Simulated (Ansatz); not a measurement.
**AlH5O2S: molecular dynamics**

Aim: follow the atoms for 80 steps of 0.5 fs with a Nosé-Hoover thermostat, with velocities drawn for 700 K, and see to which side of the barrier the system falls.

Method: revPBE-D4/STO-3G; program: Ansatz 0.2.0, Gaussian basis.

## (1) Starting geometry

The start, a first-order saddle point found at PBE0-D4 in triple zeta: 9 atoms, charge 0, spin multiplicity 1.

Atoms are counted from 1 here; the program's logs count them from 0.

Bond lengths: Al1–H2 1.695 Å, Al1–O3 1.699 Å, Al1–O4 1.694 Å, Al1–H5 1.859 Å, Al1–S6 2.385 Å, O3–H7 0.955 Å, O4–H8 0.955 Å, H5–S6 1.583 Å, S6–H9 1.345 Å. Angles: H2–Al1–O3 113.7°, H2–Al1–O4 107.5°, H2–Al1–H5 38.6°, H2–Al1–S6 80.1°, O3–Al1–O4 127.9°, O3–Al1–H5 115.6°, O3–Al1–S6 104.3°, O4–Al1–H5 116.5°, O4–Al1–S6 113.2°, H5–Al1–S6 41.5°, Al1–O3–H7 124.2°, Al1–O4–H8 124.4°, Al1–H5–S6 87.3°, Al1–S6–H5 51.1°, Al1–S6–H9 89.4°, H5–S6–H9 90.4°.

As a file:

```xyz
9

Al   -0.3116    0.0926    0.2138
H    -0.4309    1.3619   -0.9032
O    -0.8586   -1.3988   -0.3882
O    -0.5596    0.7469    1.7562
H     0.7235    1.1000   -0.9564
S     1.9592    0.2194   -0.5049
H    -1.7589   -1.7084   -0.3170
H    -0.4504    0.2620    2.5713
H     1.6874   -0.6758   -1.4718
```

## (2) Dynamics

File md/in.yaml:

```yaml
crystal:
  periodic: [false, false, false]
  atoms:
    - {symbol: Al, position_ang: [-0.311590, 0.092616, 0.213836]}
    - {symbol: H, position_ang: [-0.430921, 1.361919, -0.903195]}
    - {symbol: O, position_ang: [-0.858599, -1.398785, -0.388157]}
    - {symbol: O, position_ang: [-0.559627, 0.746908, 1.756238]}
    - {symbol: H, position_ang: [0.723463, 1.099967, -0.956400]}
    - {symbol: S, position_ang: [1.959189, 0.219422, -0.504855]}
    - {symbol: H, position_ang: [-1.758913, -1.708383, -0.316969]}
    - {symbol: H, position_ang: [-0.450360, 0.262044, 2.571314]}
    - {symbol: H, position_ang: [1.687357, -0.675808, -1.471813]}
basis:
  gaussian: {orbitals: STO-3G}
hamiltonian: {xc: {name: revPBE}, dispersion: d4}
md: {n_steps: 80, timestep: 0.5, temperature: 700, ensemble: nvt_nose_hoover, seed: 523, initial_velocities: maxwell_boltzmann}
```

Command:

```
$ ansatz run in.yaml --threads 4 --pin off --events-out ev --progress --plain --max-ram 9574MiB
```

Q: Predict the outcome of this session. Wanted: temperature at the start; mean temperature, second half; lowest and highest potential energy, from the first frame; largest change of potential + kinetic.

As calculated:

| quantity | value |
| --- | --- |
| length | 80 steps, 40.0 fs |
| temperature at the start | 700 K |
| mean temperature, second half | 1464 K |
| lowest and highest potential energy, from the first frame | -1152 and 0 meV |
| largest change of potential + kinetic | 229.9 meV |

In words: By the last frame it has moved back towards the start side of the step. The system runs downhill by 1.15 eV, and that energy turns into motion. The thermostat trades energy with the molecule, so the sum of potential and kinetic energy isn't conserved: it changes by -230 meV over the run. The mean temperature of the second half is still well above the 700 K set. The instant temperature ranges from 700 to 1761 K, as energy passes between motion and strain.
